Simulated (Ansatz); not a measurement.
**GeH₃F (singlet): the correlation ladder at a displaced geometry (v1), cc-pVDZ**

An exercise on one series of results from a longer session: the logs are not shown, and one member is left open.

The runs use Ansatz 0.2.0, Gaussian basis; cc-pVDZ, core rule «outside noble gas», up to 15 orbitals frozen.

The runs, in order: UHF; CCSD(T) on RHF; BCCD(T) on RHF; CISD; CCSDT(Q) on RHF.

23 further runs of the same task are left out: 5 for a known fault of the program, 8 that didn't finish, 10 set aside as unsound or not needed.

## The system

The geometry is a PBE0/def2-TZVP stationary point (not a proven minimum) with its atoms shifted at random (size 0.040 Å). No spin-orbit coupling is included. The filled d shell of Ge may be among the frozen orbitals whatever the setting's name suggests; the logs give the count.

5 atoms, charge 0, spin multiplicity 1.

Atoms are counted from 1 here; the program's logs count them from 0.

Bond lengths: Ge1–F2 1.741 Å, Ge1–H3 1.563 Å, Ge1–H4 1.539 Å, Ge1–H5 1.627 Å. Angles: F2–Ge1–H3 104.6°, F2–Ge1–H4 108.4°, F2–Ge1–H5 108.3°, H3–Ge1–H4 115.3°, H3–Ge1–H5 109.4°, H4–Ge1–H5 110.5°.

Set-up of the first run:

in.yaml

```yaml
crystal:
  periodic: [false, false, false]
  atoms:
    - {symbol: Ge, position_ang: [-0.334592, 0.000624, 0.005413]}
    - {symbol: F, position_ang: [1.406475, -0.003059, -0.013747]}
    - {symbol: H, position_ang: [-0.726886, 1.512656, -0.045413]}
    - {symbol: H, position_ang: [-0.808011, -0.758854, 1.257688]}
    - {symbol: H, position_ang: [-0.862126, -0.741081, -1.343303]}
basis:
  gaussian: {orbitals: cc-pVDZ}
magnetization: {spin_polarized: true, initial_magnetization: 0}
hamiltonian: {xc: hf}
output: {orbitals: {seedname: orbitals}}
```

Started as:

```console
> ansatz run in.yaml --threads 1 --pin off --events-out ev --progress --plain --max-ram 2393MiB
```

Among the steps run: UHF; CCSD(T) on RHF; BCCD(T) on RHF; CISD; CCSDT(Q) on RHF.

One of the session's tables, all rows but one given; the rest of the session is left out.

```
   method  from RCCSDT(Q) (meV)
      RHF               +8781.6
     RMP2                +817.7
    RCCSD                +171.9
 RCCSD(T)                 +32.5
  BCCD(T)                     ?
   RCCSDT                 +16.2
RCCSDT(Q)                     0
```

**Question.** Estimate the row for BCCD(T).

The run gave: from RCCSDT(Q) (meV): +28.9. In the column «from RCCSDT(Q) (meV)» it lies between RCCSDT (+16.2) and RCCSD(T) (+32.5).

Not comparable, so not listed: CISD (they don't share determinant, frozen orbitals or solution with the rows shown, or repeat one).
